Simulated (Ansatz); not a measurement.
# CH₅NOSeSi: one species, many methods

An exercise on one series of results from a longer session: the logs are not shown, and one member is left open.

Computed with Ansatz 0.2.0, Gaussian basis. Level: functionals in def2-TZVPP, the program's frozen cores in correlated methods.

Levels to be run: PBE-D4, r2SCAN-D4, PBE0-D4, B3LYP-D4, ωB97X-V, ωB97M-V, B2PLYP; CCSD(T)/def2-TZVPP; MP2/def2-QZVPP; extrapolation to the limit.

**The relaxed structure**

The geometry comes from an earlier relaxation with PBE0-D4 in a triple-zeta def2 set; it is a stationary point, not always the lowest conformer.

SMILES `NC1O[SiH2][Se]1`, 10 atoms, charge 0, spin multiplicity 1.

Atoms are counted from 1 here; the program's logs count them from 0.

Bond lengths: N1–C2 1.400 Å, N1–H6 1.013 Å, N1–H7 1.012 Å, C2–O3 1.436 Å, C2–Se5 2.020 Å, C2–H8 1.090 Å, O3–Si4 1.662 Å, Si4–Se5 2.258 Å, Si4–H9 1.485 Å, Si4–H10 1.484 Å. Angles: C2–N1–H6 111.9°, C2–N1–H7 112.3°, H6–N1–H7 110.3°, N1–C2–O3 115.7°, N1–C2–Se5 111.4°, N1–C2–H8 109.8°, O3–C2–Se5 102.0°, O3–C2–H8 108.9°, Se5–C2–H8 108.6°, C2–O3–Si4 102.8°, O3–Si4–Se5 86.1°, O3–Si4–H9 113.2°, O3–Si4–H10 113.0°, Se5–Si4–H9 117.9°, Se5–Si4–H10 116.6°, H9–Si4–H10 108.7°, C2–Se5–Si4 68.8°.

Set-up of the first run:

Contents of in.yaml:

```yaml
crystal:
  periodic: [false, false, false]
  atoms:
    - {symbol: N, position_ang: [-1.068784, -1.333094, 0.717232]}
    - {symbol: C, position_ang: [-0.423257, -0.624259, -0.302792]}
    - {symbol: O, position_ang: [0.942074, -0.263495, -0.042836]}
    - {symbol: Si, position_ang: [0.947537, 1.377246, -0.309066]}
    - {symbol: Se, position_ang: [-1.282112, 1.178832, -0.607075]}
    - {symbol: H, position_ang: [-0.703284, -2.272629, 0.814106]}
    - {symbol: H, position_ang: [-1.030729, -0.848749, 1.604438]}
    - {symbol: H, position_ang: [-0.466811, -1.191983, -1.232554]}
    - {symbol: H, position_ang: [1.424730, 2.158039, 0.860153]}
    - {symbol: H, position_ang: [1.743736, 1.768893, -1.498707]}
basis:
  gaussian: {orbitals: def2-TZVPP}
hamiltonian: {xc: pbe, dispersion: d4}
output: {forces: true, orbitals: {seedname: orbitals}}
```

Started as:

```sh
> ansatz run in.yaml --threads 4 --pin off --events-out ev --progress --plain --max-ram 10444MiB
```

Steps of the session up to this table: PBE-D4 (GGA); r2SCAN-D4 (meta-GGA); PBE0-D4 (hybrid); B3LYP-D4 (hybrid); ωB97X-V (range-separated); ωB97M-V (range-separated); B2PLYP (double hybrid); CCSD(T) in def2-TZVPP; MP2 in def2-QZVPP.

One table of the session follows, with a row left open; its other results are not shown here.

| method | atomisation energy (kcal/mol) |
| --- | --- |
| PBE-D4 | 867.5 |
| r2SCAN-D4 | 846.9 |
| PBE0-D4 | 846.0 |
| B3LYP-D4 | 843.8 |
| ωB97X-V | 851.3 |
| ωB97M-V | 847.6 |
| B2PLYP | 833.6 |
| HF/def2-TZVPP | 567.1 |
| MP2/def2-TZVPP | 837.4 |
| CCSD/def2-TZVPP | ? |
| CCSD(T)/def2-TZVPP | 818.9 |
| MP2/CBS | 866.7 |
| CCSD(T)/CBS | 848.2 |

Q: Estimate the row for CCSD/def2-TZVPP from the others.

As computed: atomisation energy (kcal/mol): 801.9. In the column «atomisation energy (kcal/mol)» it lies between HF/def2-TZVPP (567.1) and CCSD(T)/def2-TZVPP (818.9).

Among the levels timed on like hardware and quicker than the yardstick, those that no quicker one beats, quickest first: PBE-D4 (2.4 s, +19.3 kcal/mol); PBE0-D4 (3.3 s, -2.2 kcal/mol); r2SCAN-D4 (5 s, -1.3 kcal/mol); ωB97M-V (12 s, -0.6 kcal/mol).

B2PLYP carry no dispersion term (for B3LYP, D4 adds 10.2 kcal/mol).

Caveats from the session: All levels share the lack of spin-orbit coupling, which lowers the free heavy atoms and so the true binding.
